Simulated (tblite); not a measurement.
# C6H9BSSe: the cost of one run

Computed with tblite 0.8.0 and PySCF 2.14.0, with density-fitted response routines of our own, on a single molecule in the gas phase. Atoms count from 0, in the outputs and in this text.

**1. Starting geometry**

18 atoms, charge 0, multiplicity 1; geometry from: force field or distance geometry start.

Bonds of the start (Å): B0–C1 1.59, C1–C2 1.51, C2–C3 1.39, C3–C4 1.41, C4–Se5 1.92, Se5–C6 1.95, C4–C7 1.38, C7–S8 1.69, S8–C2 1.68, B0–H9 1.18, B0–H10 1.18, C1–H11 1.12, C1–H12 1.10, C3–H13 1.07, C6–H14 1.11, C6–H15 1.10, C6–H16 1.11, C7–H17 1.08.

**2. Optimising the geometry with GFN2-xTB**

What the job is given:

```
{"job": {"kind": "relax", "xc": "GFN2-xTB", "basis": "xTB"}, "charge": 0, "multiplicity": 1}
B     -2.471700    -1.123100    -1.472200
C     -2.594900    -0.303200    -0.118900
C     -1.236200    -0.196700     0.537300
C     -0.300900     0.799400     0.267200
C      0.890200     0.601900     0.993500
Se     2.387100     1.789200     0.838900
C      3.124600     0.766800    -0.645200
C      0.901500    -0.520800     1.799400
S     -0.584300    -1.300100     1.622900
H     -2.786800    -0.610400    -2.488200
H     -2.094400    -2.237800    -1.467900
H     -3.292800    -0.838200     0.574700
H     -3.001200     0.706200    -0.306700
H     -0.458600     1.612400    -0.412700
H      3.325900    -0.267800    -0.311600
H      2.398500     0.753800    -1.471300
H      4.071500     1.236600    -0.975800
H      1.713800    -0.861900     2.418300
```

Started as:

```bash
$ OMP_NUM_THREADS=1 python probes_run.py task.json out
```

One launch serves the whole session: the jobs run in the order shown.

Q: Estimate the wall time and peak memory of this first job on 1 thread of Arm Neoverse N1, shared host.

About 2.6 s, with a peak of 0.18 GiB.
